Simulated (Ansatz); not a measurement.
This was printed by a script on the Python package of Ansatz (0.2.0), for a ladder of methods at one geometry of C3H7BO, SMILES BCOC=C. What did the script look like? Use (for the species named): B3LYP, def2-SVP basis, multiplicity 1. The script varies functional: b3lyp, r2scan0, lda, r2scan, pbe0, hse06.

```xyz
12

B    -2.3354   -0.2789    0.1050
C    -0.8521    0.2355   -0.1190
O     0.0619   -0.7487    0.3568
C     1.4588   -0.6246    0.3128
C     2.0858    0.4418   -0.1858
H    -2.6992   -1.2772   -0.4114
H    -3.0812    0.3359    0.7844
H    -0.7117    1.1857    0.4388
H    -0.6947    0.4078   -1.2048
H     2.0549   -1.4384    0.7047
H     1.5453    1.2858   -0.5913
H     3.1675    0.4754   -0.1902
```

`python c3h7bo.py --basis def2-SVP` gives:
```text
functional    E (Ha)        dipole (D)   HOMO (eV)  LUMO (eV)
b3lyp         -218.367914     0.891      -6.392     -2.036
r2scan0       -218.198442     0.946      -6.845     -1.566
lda           -216.404123     0.893      -5.550     -3.234
r2scan        -218.220865     0.889      -5.655     -2.490
pbe0          -218.093617     0.925      -6.662     -1.814
hse06         -218.081160     0.924      -6.259     -2.204
```

One script that gives this output:

`c3h7bo.py`
```python
"""One geometry of C3H7BO, method by method."""

from pathlib import Path
import argparse
import warnings

import ansatz as az
import numpy as np

parser = argparse.ArgumentParser(description="One geometry of C3H7BO, method by method.")
parser.add_argument("--basis", required=True, help="Gaussian basis set")
args = parser.parse_args()


def main() -> None:
    warnings.simplefilter("ignore", az.DeckWarning)

    geometry_ang = [
        ("B", (-2.3354, -0.2789, 0.105)),
        ("C", (-0.8521, 0.2355, -0.119)),
        ("O", (0.0619, -0.7487, 0.3568)),
        ("C", (1.4588, -0.6246, 0.3128)),
        ("C", (2.0858, 0.4418, -0.1858)),
        ("H", (-2.6992, -1.2772, -0.4114)),
        ("H", (-3.0812, 0.3359, 0.7844)),
        ("H", (-0.7117, 1.1857, 0.4388)),
        ("H", (-0.6947, 0.4078, -1.2048)),
        ("H", (2.0549, -1.4384, 0.7047)),
        ("H", (1.5453, 1.2858, -0.5913)),
        ("H", (3.1675, 0.4754, -0.1902)),
    ]
    mol = az.Crystal.molecule()
    for symbol, xyz in geometry_ang:
        mol = mol.atom(symbol, xyz)

    model = mol.calculation().basis(gaussian=args.basis)

    print("functional    E (Ha)        dipole (D)   HOMO (eV)  LUMO (eV)")
    for name in ["b3lyp", "r2scan0", "lda", "r2scan", "pbe0", "hse06"]:
        report = model.functional(name).forces().orbitals().run(threads=1, pin="off", runs_dir="runs").report
        lines = Path(report["orbitals_path"]).read_text().splitlines()
        field_of = lambda key: [line.split("=")[1].strip() for line in lines if line.startswith(key)]
        orbitals = [(27.211386 * float(e), s, float(n)) for e, s, n in zip(field_of("Ene="), field_of("Spin="), field_of("Occup="))]
        homo = max(e for e, _, n in orbitals if n > 0.5)
        lumo = min(e for e, _, n in orbitals if n < 0.5)
        dipole = 4.803205 * np.linalg.norm(report["charge_distribution"]["dipole_moment_e_ang"])
        print(f"{name:10s} {report['free_energy_ev'] / 27.211386246:14.6f} {dipole:9.3f} {homo:11.3f} {lumo:10.3f}")


if __name__ == "__main__":
    main()
```

Caveats:
- Total energies depend on the basis set; only differences at equal settings carry meaning.
- The geometry is a force-field or estimated start, not a minimum of this method, and the basis set is short of its limit. A lower total doesn't mark the better method: functionals have no common bound, and MP2 and coupled cluster aren't variational.
- b3lyp holds the VWN-RPA fit, as in Gaussian; the form of ORCA and Turbomole is b3lyp5.
- Levels such as HOMO and LUMO are orbital energies: with these approximate functionals they aren't the ionisation energy and electron affinity, and their gap isn't the fundamental gap.
- hse06 follows the composition of plane-wave codes, whose totals differ by tens of mHa, up to about 0.1 Ha, from the form usual in Gaussian-basis programs (wpbeh).
- Finished in 26 s on 1 thread of Arm Neoverse V2, with other jobs on the host, peak memory 0.29 GiB.
